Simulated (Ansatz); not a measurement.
# Zr2OF2: the cost of one run

Computed with Ansatz 0.2.0 (DFT PBE, scalar-relativistic, plane waves, PAW, unless a step's input says otherwise).

1 further run of the same task is left out (set aside as unsound or not needed).

**1. Starting point**

It takes space group I4/mmm (No. 139, tetragonal). Conventional cell: a = 3.164 Å, b = 3.164 Å, c = 12.603 Å, α = 90.00°, β = 90.00°, γ = 90.00°. Zr (site symmetry 4mm) has 4 F at 2.32 Å and 4 O at 2.67 Å as nearest neighbours. O (site symmetry 4/mmm) has 8 Zr at 2.67 Å as nearest neighbours. F (site symmetry -4m2) is surrounded by 4 F at 2.24 Å and 4 Zr at 2.32 Å.

Structure file:

```
CELL_PARAMETERS angstrom
-1.58183 1.58183 6.30157
1.58183 -1.58183 6.30157
1.58183 1.58183 -6.30157
ATOMIC_POSITIONS crystal
Zr 0.38457 0.38457 0.00000
Zr 0.61543 0.61543 0.00000
O 0.00000 0.00000 0.00000
F 0.25000 0.75000 0.50000
F 0.75000 0.25000 0.50000
```

The cell was relaxed beforehand at this level, from a database cell with other species swapped in; it is a trial structure. At a tolerance of 0.05 Å it has space group I4/mmm (No. 139); it has 12.61 Å³/atom, an uncorrected energy of -1.88 eV/atom over the elements.

**2. Static run: bands, density of states and charges**

The input, input.yaml:

```yaml
crystal:
  lattice:
    - [-1.5818308041, 1.5818308041, 6.3015660855]
    - [1.5818308041, -1.5818308041, 6.3015660855]
    - [1.5818308041, 1.5818308041, -6.3015660855]
  atoms:
    - { symbol: Zr, position: [0.3845692319, 0.3845692319, 0.0] }
    - { symbol: Zr, position: [0.6154307681, 0.6154307681, 0.0] }
    - { symbol: O, position: [0.0, 0.0, 0.0] }
    - { symbol: F, position: [0.25, 0.75, 0.5] }
    - { symbol: F, position: [0.75, 0.25, 0.5] }
basis:
  ecutwfc: 420
kpoints:
  mp_grid: { grid: [16, 16, 16] }
  band_path:
    path:
      - [[0.0, 0.0, 0.0], [0.0, 0.0, 0.5], [0.25, 0.25, 0.25], [0.0, 0.5, 0.0], [0.0, 0.0, 0.0], [0.5, 0.5, -0.5], [0.26575299, 0.73424701, -0.26575299]]
      - [[-0.26575299, 0.26575299, 0.26575299], [0.0, 0.0, 0.0]]
      - [[0.0, 0.0, 0.5], [-0.03150599, 0.03150599, 0.5]]
      - [[0.5, 0.5, -0.03150599], [0.5, 0.5, -0.5]]
    npoints: 14
hamiltonian:
  xc: pbe
scf:
  occupations: { method: gaussian, width: 0.1 }
  n_extra_bands: 12
output:
  forces: true
  stress: true
  eigenvalues: true
  populations: true
  dos: { projected: true, de: 0.02, nscf_kmesh: { grid: [20, 20, 20] } }
  bader: true
```

The run is started by

```console
$ ansatz run input.yaml --threads 1 --pin off --max-ram 2560MiB --backend cpu --events-out ev --progress --plain --runs-dir out
```

Q: Estimate wall time and peak memory on 1 thread of Arm Neoverse V1, shared host.

About 2.1 min, with a peak of 1 GiB.
